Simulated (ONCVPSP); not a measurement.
# Pseudopotential generation for Sc: ONCV, PBEsol

Task: generate the file, and judge it by its errors in other configurations, its logarithmic derivatives, its ghosts and its cutoff.

Program: ONCVPSP 4.0.1. Reference atom: PBEsol, scalar-relativistic, spherical and spin-unpolarised. All values are calculated.

## Step 1: Settings

Typed settings, in words:

| Item | Value |
| --- | --- |
| element | scandium (Sc, Z = 21) |
| type | optimised norm-conserving Vanderbilt (ONCV) |
| frozen core | [Ar] |
| valence charge | 3 |
| reference configuration | 3d1 4s2 |
| partial waves | 4s: rc 2.80 bohr, ncon 4, nbas 8, qcut 2.6 1/bohr, 3 projectors, debl 4 Ha; p scattering state at 0.3 Ha: rc 2.40 bohr, ncon 4, nbas 7, qcut 3.1 1/bohr, 2 projectors, debl 2.1 Ha; 3d: rc 2.95 bohr, ncon 3, nbas 7, qcut 4.6 1/bohr, 2 projectors, debl 0.4 Ha |
| local potential | polynomial inside 1.95 bohr (lpopt 5, dvloc0 0 Ha) |
| core correction | Teter function fitted to the true core (icmod 2), fcfact 0.75 |

The outer shells as boxes (Hund's rule for the drawing; the calculation is spin-unpolarised):

```
[Ar] core
3d [↑ ][  ][  ][  ][  ]
4s [↑↓]
```

## Step 2: Generating the potential

File Sc.dat:

```
# ATOM AND REFERENCE CONFIGURATION
# atsym  z   nc   nv     iexc    psfile
  Sc 21.00    5    2  -116133      upf
#
#   n    l    f
    1    0    2.00
    2    0    2.00
    2    1    6.00
    3    0    2.00
    3    1    6.00
    3    2    1.00
    4    0    2.00
#
# PSEUDOPOTENTIAL AND OPTIMIZATION
# lmax
    2
#
#   l,   rc,      ep,       ncon, nbas, qcut
    0    2.80    0.00    4    8    2.60
    1    2.40    0.30    4    7    3.10
    2    2.95    0.00    3    7    4.60
#
# LOCAL POTENTIAL
# lloc, lpopt,  rc(5),   dvloc0
    4    5    1.95    0.00
#
# VANDERBILT-KLEINMAN-BYLANDER PROJECTORs
# l, nproj, debl
    0    3    4.00
    1    2    2.10
    2    2    0.40
#
# MODEL CORE CHARGE
# icmod, fcfact, rcfact
    2    0.75    1.15
#
# LOG DERIVATIVE ANALYSIS
# epsh1, epsh2, depsh
   -2.00    5.00    0.02
#
# OUTPUT GRID
# rlmax, drl
    6.00    0.01
#
# TEST CONFIGURATIONS
# ncnf
    4
# nvcnf
#   n    l    f
    2
    3    2    1.00
    4    0    1.00
#
    2
    3    2    1.00
    4    0    0.00
#
    2
    3    2    1.00
    4    0    1.50
#
    3
    3    2    1.00
    4    0    1.00
    4    1    1.00
#
```

The run is started by

```sh
oncvpsp.x < Sc.dat > Sc.out
```

Before running it: what results should come out? Wanted: cutoffs for 1 and 0.1 mHa per electron, occupied waves; bound ghosts; GHOST(+) flags; largest test error; largest phase difference near zero energy, channels read; rms error of d²Exc/dn², without and with the model core.

**Answer**, as computed:

```
                                                quantity                                                                           value
  cutoffs for 1 and 0.1 mHa per electron, occupied waves                                                               8.7 Ha and 9.9 Ha
                                            bound ghosts                                                                      none found
                                          GHOST(+) flags  s at 178 eV, p at 79 eV, p at 539 eV (1 near or above the test basis's cutoff)
                            largest test error (AE − PS)                                                        +24 meV, for 3d1 4s1 4p1
largest phase difference near zero energy, channels read                                                                       0.052 rad
 rms error of d²Exc/dn², without and with the model core                                                              30.26 and 6.57 mHa
```

The worst unpolarised test, 3d1 4s1 4p1, is off by 24 meV on 2.8 eV; by total energies transferability rates as good. It counts as soft on the atom at that tolerance, with 8.7 Ha needed at the looser tolerance. At the looser tolerance the 3d wave is the slowest; 4s needs 2 Ha. That counts occupied waves only; other projectors can need more. No bound ghost shows below the valence levels. Of the channels read, p scatters worst near zero energy, by up to 0.05 rad. The program also flags highly localised states, GHOST(+) (s, p).
